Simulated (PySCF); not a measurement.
**GeH₄: structure of the singlet**

Where does singlet GeH₄ go from a tetrahedral start, is the end point a minimum, and what are its modes, charges and moments?

Method: B3LYP, basis Ge def2-TZVP, H def2-TZVP, no relativity, density fitting; program: PySCF 2.14.0.

## (1) Starting geometry

5 atoms, charge 0, spin multiplicity 1.

Bond lengths: Ge1–H2 1.530 Å, Ge1–H3 1.530 Å, Ge1–H4 1.530 Å, Ge1–H5 1.530 Å. Angles: H2–Ge1–H3 109.5°, H2–Ge1–H4 109.5°, H2–Ge1–H5 109.5°, H3–Ge1–H4 109.5°, H3–Ge1–H5 109.5°, H4–Ge1–H5 109.5°.

```xyz
5
charge 0 multiplicity 1
Ge    0.0000    0.0000    0.0000
H     0.8834    0.8833    0.8834
H    -0.8834    0.8833   -0.8834
H     0.8834   -0.8833   -0.8834
H    -0.8834   -0.8833    0.8834
```

## (2) First SCF at the start

The steps below are one call of a driver around PySCF. For each, scf.py gives the equivalent set-up of the SCF; relaxations use the driver's own optimiser. After this first run the driver tries any further starts and a stability analysis.

File scf.py:

```python
from pyscf import gto, scf, dft
mol = gto.M(atom='''
Ge     0.000000     0.000000     0.000000
H      0.883390     0.883300     0.883390
H     -0.883390     0.883300    -0.883390
H      0.883390    -0.883300    -0.883390
H     -0.883390    -0.883300     0.883390''',
    basis={'Ge': 'def2-TZVP', 'H': 'def2-TZVP'},
    charge=0, spin=0)
mf = dft.RKS(mol, xc='B3LYP')
mf.grids.atom_grid = (50, 194)
aux = {'Ge': 'def2-universal-JKFIT', 'H': 'def2-universal-JKFIT'}
mf = mf.density_fit(auxbasis=aux)
mf.conv_tol = 1e-08
mf.diis_space = 10
mf.max_cycle = 60
mf.init_guess = 'minao'
mf.verbose = 4
mf.kernel()
```

Run with:

```console
> OMP_NUM_THREADS=2 python axn.py task.json out
```

The log of the run:

```text
init E= -2078.64679389143
  HOMO = -0.354771573184245  LUMO = 0.00615926903788555  gap/eV = 9.82143
cycle= 1 E= -2079.41341493522  delta_E= -0.767  |g|= 0.666  |ddm|= 1.48
  HOMO = -0.355892116465413  LUMO = 0.0193170754875132  gap/eV = 10.20996
cycle= 2 E= -2079.40115390353  delta_E= 0.0123  |g|= 0.78  |ddm|= 0.475
  HOMO = -0.343659636183849  LUMO = 0.0293146450727049  gap/eV = 10.14915
cycle= 3 E= -2079.44170593275  delta_E= -0.0406  |g|= 0.0139  |ddm|= 0.285
  HOMO = -0.348760469214234  LUMO = 0.0263460621317524  gap/eV = 10.20717
cycle= 4 E= -2079.44174744308  delta_E= -4.15e-05  |g|= 0.00547  |ddm|= 0.0211
  HOMO = -0.34782071981952  LUMO = 0.0269445149454413  gap/eV = 10.19788
cycle= 5 E= -2079.44175528336  delta_E= -7.84e-06  |g|= 0.000314  |ddm|= 0.00659
  HOMO = -0.347756719106086  LUMO = 0.0269833523262291  gap/eV = 10.19720
cycle= 6 E= -2079.44175531147  delta_E= -2.81e-08  |g|= 9.88e-06  |ddm|= 0.000322
  HOMO = -0.347757228126285  LUMO = 0.0269830332914758  gap/eV = 10.19720
cycle= 7 E= -2079.44175531148  delta_E= -9.09e-12  |g|= 6.75e-07  |ddm|= 1.03e-05
  HOMO = -0.347757362122274  LUMO = 0.0269829370894215  gap/eV = 10.19720
Extra cycle  E= -2079.44175531148  delta_E= -9.09e-13  |g|= 5.4e-07  |ddm|= 1.56e-06
converged SCF energy = -2079.44175531148
```

This step, with its further starts and checks, needed 3.5 s of wall time on 2 threads of Arm Neoverse N1, shared host.

The test of internal stability found no lower closed-shell solution.

## (3) Relaxation: tetrahedral start, singlet

The program finds Td symmetry in the start, which this walk keeps. The walk stops when the largest gradient is under 0.0003 Eh/bohr and the energy has settled too.

scf.py: that of step 2 with these lines changed.

```diff
@@ -4,4 +4,4 @@
-H      0.883390     0.883300     0.883390
-H     -0.883390     0.883300    -0.883390
-H      0.883390    -0.883300    -0.883390
-H     -0.883390    -0.883300     0.883390''',
+H      0.883360     0.883360     0.883360
+H     -0.883360     0.883360    -0.883360
+H      0.883360    -0.883360    -0.883360
+H     -0.883360    -0.883360     0.883360''',
@@ -17 +16,0 @@
-mf.init_guess = 'minao'
```

The optimiser's trace:

| step | energy (Eh) | change (kJ/mol) | largest symmetric gradient (Eh/bohr) |
| --- | --- | --- | --- |
| 0 | -2079.441755 | 0.00 | 0.00116 |
| 1 | -2079.441797 | -0.11 | 0.00032 |
| 2 | -2079.441801 | -0.12 | 0.00000 |

The walk took 3.4 s.

Positions (Å) and forces (eV/Å) along the way:

```
step 0
Ge   0.000   0.000   0.000   0.000   0.000   0.000
H    0.883   0.883   0.883   0.060   0.060   0.060
H   -0.883   0.883  -0.883  -0.060   0.060  -0.060
H    0.883  -0.883  -0.883   0.060  -0.060  -0.060
H   -0.883  -0.883   0.883  -0.060  -0.060   0.060
step 1
Ge   0.000   0.000   0.000   0.000   0.000   0.000
H    0.886   0.886   0.886   0.017   0.017   0.017
H   -0.886   0.886  -0.886  -0.017   0.017  -0.017
H    0.886  -0.886  -0.886   0.017  -0.017  -0.017
H   -0.886  -0.886   0.886  -0.017  -0.017   0.017
step 2
Ge   0.000   0.000   0.000   0.000   0.000   0.000
H    0.887   0.887   0.887   0.000   0.000   0.000
H   -0.887   0.887  -0.887   0.000   0.000   0.000
H    0.887  -0.887  -0.887   0.000   0.000   0.000
H   -0.887  -0.887   0.887   0.000   0.000   0.000
```

End point (Td, 2 steps, 0.1 kJ/mol gained): Ge–H 1.536 Å (×4); H–Ge–H 109.5° (×6).

## (4) Frequencies

On the finer grid the gradient is checked again; gradients at displacements of ±0.02 bohr then give force constants and infrared intensities.

scf.py: that of step 3 with these lines changed.

```diff
@@ -3,5 +3,5 @@
-Ge     0.000000     0.000000     0.000000
-H      0.883360     0.883360     0.883360
-H     -0.883360     0.883360    -0.883360
-H      0.883360    -0.883360    -0.883360
-H     -0.883360    -0.883360     0.883360''',
+Ge    -0.000000    -0.000000    -0.000000
+H      0.886804     0.886804     0.886804
+H     -0.886804     0.886804    -0.886804
+H      0.886804    -0.886804    -0.886804
+H     -0.886804    -0.886804     0.886804''',
@@ -11 +11 @@
-mf.grids.atom_grid = (50, 194)
+mf.grids.atom_grid = (75, 302)
@@ -14 +14 @@
-mf.conv_tol = 1e-08
+mf.conv_tol = 1e-10
```

This SCF starts from the last density.

SCF at the final geometry:

```text
init E= -2079.44178911682
  HOMO = -0.347318952649508  LUMO = 0.0253712312114995  gap/eV = 10.14142
cycle= 1 E= -2079.44178911683  delta_E= -1.36e-11  |g|= 1.06e-06  |ddm|= 9.3e-07
  HOMO = -0.347319040388224  LUMO = 0.0253711699217636  gap/eV = 10.14142
Extra cycle  E= -2079.44178911682  delta_E= 1.5e-11  |g|= 1.4e-06  |ddm|= 1.02e-06
converged SCF energy = -2079.44178911682
```

The whole step took 13 s.

Geometry: Td; Ge–H 1.536 Å (×4); H–Ge–H 109.5° (×6).

Modes, for the most abundant isotopes:

```csv
symmetry,ω (cm⁻¹),IR (km/mol),type
t2,825,321,bend
e,924,0.0,bend
a1,2148,0.0,stretch
t2,2153,375,stretch
```

No imaginary mode, so this is a minimum.

Properties at this point:

```
Dipole moment                                                   : 0.00 D
Highest occupied level                                          : -9.45 eV
Lowest empty level                                              : 0.69 eV
Rotational constants                                            : 2.659, 2.659, 2.659 cm⁻¹
Zero-point energy                                               : 77.4 kJ/mol
Principal polarisabilities                                      : 33.6, 33.6, 33.6 bohr³
Atomisation energy without zero-point energy                    : 1229 kJ/mol
Principal traceless quadrupole moments about the centre of mass : 0.00, 0.00, 0.00 D Å
Entropy at 298.15 K and 1 bar                                   : 217.5 J/(mol K)
Heat capacity Cp at 298.15 K                                    : 44.9 J/(mol K)
Enthalpy at 298.15 K above 0 K                                  : 10.74 kJ/mol
Rotational symmetry number                                      : 12
```

Charges (e) and bond orders:

| atom | Mulliken | Löwdin | polar tensor | Mayer order to Ge1 |
| --- | --- | --- | --- | --- |
| Ge1 | 0.07 | 0.29 | 0.93 | – |
| H2,3,4,5 | -0.02 | -0.07 | -0.23 | 0.95 |

Mulliken populations on Ge1: s 7.37, p 14.42, d 10.12, f 0.01.

## (5) Outcome

| quantity | value |
| --- | --- |
| minimum | singlet, Td |
| geometry | Ge–H 1.536 Å (×4); H–Ge–H 109.5° (×6) |
| wavenumbers (cm⁻¹) | 825 (t2), 924 (e), 2148 (a1), 2153 (t2) |
| dipole moment | 0.00 D |
| highest occupied, lowest empty level | -9.45, 0.69 eV |
| polar-tensor charge of Ge1 | +0.93 e |
| zero-point energy | 77.4 kJ/mol |
| entropy at 298.15 K | 217.5 J/(mol K) |
| atomisation energy (no zero-point energy) | 1229 kJ/mol |

**Reading.** The tetrahedral start keeps its Td symmetry and ends in a minimum. The strongest infrared band lies at 2153 cm⁻¹ (t2, stretch). Ge1 has a polar-tensor charge of +0.9 e (a dipole derivative, not a static charge), yet symmetry cancels the bond dipoles. Other starts or spin states, not run here, may lie lower.

The search up to here took 20 s.
